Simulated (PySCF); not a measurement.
**[Lu(H2O)]3+: other functionals and bases at one geometry**

One table from this session's results is given with a row withheld; the runs are named, their logs left out.

Method: several levels, as the steps say, no spin–orbit coupling; program: PySCF 2.14.0.

1 further run of the same task is left out (for a known fault of the program).

### The starting structure

4 atoms, charge 3, spin multiplicity 1.

Bond lengths: Lu1–O2 2.111 Å, O2–H3 1.005 Å, O2–H4 1.005 Å. Angles: Lu1–O2–H3 128.9°, Lu1–O2–H4 128.9°, H3–O2–H4 102.2°.

As a file:

```
Lu    0.0000    0.0000   -0.0439
O     0.0000    0.0000    2.0672
H     0.7820    0.0000    2.6983
H    -0.7820    0.0000    2.6983
```

Formal oxidation states: Lu +3. Each metal's 14 4f electrons lie in its core potential, so multiplicities, spins and levels count the valence alone. An earlier session relaxed this geometry at PBE0, Lu lcecp-1-SVP with ECP60, O def2-SVP, H def2-SVP (singlet, point group C2v).

At PBE0 on the finer grid: E = -114.890152 Eh, HOMO -28.68 eV, LUMO -20.93 eV, Mulliken charge on Lu1 +2.52 e, largest force component 0.001 eV/Å. 

Levels to run: BLYP; CAM-B3LYP; PBE0, TZVP. Hardware: 2 threads of Intel Xeon Platinum 8259CL at 2.50GHz (Skylake/Cascade Lake), shared host.

Set-up of the first run:

The input, run.py (the lines that set the calculation):

```python
mol = gto.M(atom='''
Lu     0.00000     0.00000    -0.04387
O      0.00000     0.00000     2.06718
H      0.78200     0.00000     2.69828
H     -0.78200     0.00000     2.69828''',
    basis={'Lu': 'lcecp-1-SVP', 'O': 'def2-SVP', 'H': 'def2-SVP'},
    ecp={'Lu': 'lcecp-1-SVP'},
    charge=3, spin=0)
mf = dft.RKS(mol, xc='BLYP')
mf.grids.atom_grid = (75, 302)  # f atoms: unpruned, at least (60, 302)
mf = mf.density_fit()  # fitting sets: Lu AutoAux, O def2-universal-JKFIT, H def2-universal-JKFIT
mf.conv_tol = 1e-08; mf.max_cycle = 55
mf.kernel(dm0)  # dm0: the density of the relaxed state
```

Command:

```bash
$ OMP_NUM_THREADS=2 python run.py
```

Steps of the session up to this table: BLYP; CAM-B3LYP; PBE0, TZVP.

One table of the session follows, with a row left open; its other results are not shown here.

| level | HOMO (eV) | gap (eV) | charge on Lu1 (e) | dipole (D) | largest force component (eV/Å) |
| --- | --- | --- | --- | --- | --- |
| PBE0 (relaxed here) | -28.68 | 7.76 | 2.52 | 3.57 | 0.00 |
| BLYP | -26.94 | 4.83 | 2.45 | 3.95 | 0.48 |
| CAM-B3LYP | ? | ? | ? | ? | ? |
| PBE0, TZVP | -28.65 | 7.75 | 2.61 | 3.63 | 0.30 |

Q: Estimate the row for CAM-B3LYP from the others.

**Answer.** HOMO (eV): -30.15; gap (eV): 9.94; charge on Lu1 (e): 2.51; dipole (D): 3.52; largest force component (eV/Å): 0.14. In the column «HOMO (eV)» it is the lowest.

The dipole of a charged species depends on the origin, so these sizes hold for this origin alone.

In one basis the HOMO–LUMO gap runs from 4.83 eV (BLYP) to 9.94 eV (CAM-B3LYP). The largest leftover force, 0.48 eV/Å with BLYP, stands at a geometry relaxed at another level. With 4f in the core, its levels are missing from HOMO and gap, and its count is fixed, so no charge can pass from the ligands into it. Total energies of different levels can't be compared.
